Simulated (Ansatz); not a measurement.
# HF/3-21G run of GeS (germanium sulfide)

Aim: the electronic atomisation energy of GeS (germanium sulfide) at HF/3-21G, from 3 runs. 

The calculation is run with Ansatz 0.2.0.

30 further runs of the same task are left out: 30 set aside as unsound or not needed.

## Step 1: The system as given

GeS: 2 atoms, total charge 0, spin state singlet. SMILES: `[S+]#[Ge-]`. Geometry: the measured bond length.

Bond lengths: S1–Ge2 2.012 Å.

## Step 2: The energy at HF/3-21G

File input.yaml:

```yaml
basis:
  gaussian:
    orbitals: 3-21G-spherical.json
crystal:
  periodic: [false, false, false]
  atoms:
    - {symbol: S, position_ang: [0.000000, 0.000000, 0.000000]}
    - {symbol: Ge, position_ang: [0.000000, 0.000000, 2.012086]}
hamiltonian:
  xc: hf
accuracy: high
output:
  orbitals: {seedname: orbitals}
```

The basis set 3-21G is read from a file made from the Basis Set Exchange's data (not shown).

Launch:

```
$ ansatz run input.yaml --threads 1 --pin off --max-ram 3480MiB --events-out events.jsonl --progress --plain --runs-dir runs
```

The log of the run:

```text
Warning: RAYON_NUM_THREADS=1 ignored (pool sized by the plan → 1); use --threads N
Functional definition: HF
  name "HF"
  exchange = exact_x
  correlation = 0
548 factors; integrals over basis functions are off by at most 4.2e-9 eV
mean field evaluation 1: about -66963.6611 eV, gradient 1.9e1 eV
mean field evaluation 2: about -66963.6729 eV, gradient 1.9e1 eV
mean field evaluation 4: about -66965.3176 eV, gradient 7.9e-1 eV
mean field evaluation 8: about -66965.3231 eV, gradient 3.2e-4 eV
mean field -66965.32310291 eV, -2460.9302333056 hartree, gradient 2.5e-8 eV, S^2 0.000000; 0 other end points of the search recorded, 0 dependent functions left out
reference -66965.32310291 eV, -2460.9302333056 hartree; 24, 24 occupied and 11, 11 virtual orbitals, 548 factors
Total energy: -66965.32310291 eV, -2460.9302333056 hartree
```

Run time: 0.34 s. Hardware: 1 thread of Arm Neoverse V1, shared host.

## Step 3: The Ge atom at the same level

File in.yaml:

```yaml
basis:
  gaussian: {orbitals: 3-21G-spherical.json}
crystal:
  periodic: [false, false, false]
  atoms:
    - {symbol: Ge, position_ang: [0.000000, 0.000000, 0.000000]}
magnetization: {spin_polarized: true, initial_magnetization: 2}
hamiltonian: {xc: hf}
accuracy: high
```

The basis set 3-21G is read from a file made from the Basis Set Exchange's data (not shown).

Launch:

```
$ ansatz run in.yaml --threads 1 --pin off --max-ram 3480MiB --events-out events.jsonl --progress --plain --runs-dir runs
```

The log of the run:

```text
Warning: RAYON_NUM_THREADS=1 ignored (pool sized by the plan → 1); use --threads N
Functional definition: HF
  name "HF"
  exchange = exact_x
  correlation = 0
183 factors; integrals over basis functions are off by at most 3.5e-9 eV
mean field evaluation 1: about -56199.3435 eV, gradient 2.6e0 eV
mean field evaluation 2: about -56199.3527 eV, gradient 2.6e0 eV
mean field evaluation 4: about -56199.4497 eV, gradient 1.0e-1 eV
mean field evaluation 8: about -56199.4492 eV, gradient 3.8e-4 eV
mean field evaluation 16: about -56199.4492 eV, gradient 3.1e-2 eV
mean field evaluation 32: about -56199.4492 eV, gradient 9.8e-5 eV
mean field -56199.44924806 eV, -2065.2916665113 hartree, gradient 8.5e-8 eV, S^2 2.000285; 1 other end points of the search recorded, 0 dependent functions left out
reference -56199.44924806 eV, -2065.2916665113 hartree; 17, 15 occupied and 5, 7 virtual orbitals, 183 factors
Total energy: -56199.44924806 eV, -2065.2916665113 hartree
```

It took 0.17 s on 1 thread of Arm Neoverse V1, shared host.

## Step 4: The S atom at the same level

File molecule.yaml:

```yaml
crystal:
  periodic: [false, false, false]
  atoms:
    - {symbol: S, position_ang: [0.000000, 0.000000, 0.000000]}
basis:
  gaussian:
    orbitals: 3-21G.json
magnetization:
  spin_polarized: true
  initial_magnetization: 2
hamiltonian:
  xc: hf
accuracy: high
```

The basis set 3-21G is read from a file made from the Basis Set Exchange's data (not shown).

Run the same way, it converges to -395.55134 Eh (log not shown).

## Step 5: Results

At HF/3-21G:

| quantity | value |
| --- | --- |
| molecule: total energy | -2460.93023 Eh |
| molecule: HOMO energy | -10.24 eV |
| molecule: LUMO energy | 0.35 eV |
| molecule: HOMO–LUMO gap | 10.58 eV |
| Ge atom: total energy | -2065.29167 Eh |
| Ge atom: ⟨S²⟩ | 2.000 |
| S atom: total energy | -395.55134 Eh |
| S atom: ⟨S²⟩ | 2.001 |
| electronic atomisation energy | 2.374 eV |

In words: Taking the molecule apart into free atoms costs 2.37 eV (55 kcal/mol), before zero-point energy and without spin-orbit coupling. Hartree–Fock lacks the correlation of the bonding pairs, which as a rule makes this value much too low; in minimal bases other errors can mask that. The basis has no polarisation functions, which makes bonds too weak.
